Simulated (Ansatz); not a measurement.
# CaBi2: the cost of one run

Method: DFT PBEsol, scalar-relativistic, plane waves, PAW, in Ansatz 0.2.0.

**1. The starting structure**

It takes space group Cmcm (No. 63, orthorhombic). Conventional cell: a = 4.778 Å, b = 17.241 Å, c = 4.559 Å, α = 90.00°, β = 90.00°, γ = 90.00°. Ca (site symmetry m2m) has 10 Bi at 3.37 to 3.72 Å as nearest neighbours. Bi (site symmetry m2m) has 2 Bi at 3.17 Å and 4 Ca at 3.37 Å as nearest neighbours. Bi (site symmetry m2m) is surrounded by 4 Bi at 3.31 Å and 4 Ca at 3.43 to 3.50 Å.

As a file:

```xyz
6
Lattice="2.3891 -8.6203 0.0000 2.3891 8.6203 0.0000 0.0000 0.0000 4.5592" Properties=species:S:1:pos:R:3 pbc="T T T"
Ca    2.3891   -6.8710    3.4194
Ca    2.3891    6.8710    1.1398
Bi    2.3891   -1.1000    3.4194
Bi    2.3891    1.1000    1.1398
Bi    2.3891    4.2093    3.4194
Bi    2.3891   -4.2093    1.1398
```

The structure comes from the Materials Project (structure only).

(A quick probe on a coarse mesh, which set the mesh and smearing, is not shown.)

**3. Relaxing cell and atoms**

The input, input.yaml:

```yaml
crystal:
  lattice:
    - [2.38910897, -8.620337195, 0.0]
    - [2.38910897, 8.620337195, 0.0]
    - [0.0, 0.0, 4.55918787]
  atoms:
    - { symbol: Ca, position: [0.8985315, 0.1014685, 0.75] }
    - { symbol: Ca, position: [0.1014685, 0.8985315, 0.25] }
    - { symbol: Bi, position: [0.56380112, 0.43619888, 0.75] }
    - { symbol: Bi, position: [0.43619888, 0.56380112, 0.25] }
    - { symbol: Bi, position: [0.25585053, 0.74414947, 0.75] }
    - { symbol: Bi, position: [0.74414947, 0.25585053, 0.25] }
basis:
  ecutwfc: 420
kpoints:
  mp_grid: { grid: [8, 8, 8] }
hamiltonian:
  xc: pbesol
scf:
  occupations: { method: gaussian, width: 0.1 }
output:
  forces: true
  stress: true
  eigenvalues: true
relax:
  adjacent_minimum: "off"
  f_tol: 0.005
  max_steps: 80
  cell: { stress_tol: 0.05 }
```

Launch:

```bash
$ ansatz run input.yaml --threads 4 --pin off --max-ram 10240MiB --backend cpu --events-out ev --progress --plain --runs-dir out
```

Q: Estimate wall time and peak memory on 4 threads of Intel Xeon at 2.50GHz (Skylake/Cascade Lake), shared host.

About 4 min, with a peak of 1.1 GiB.
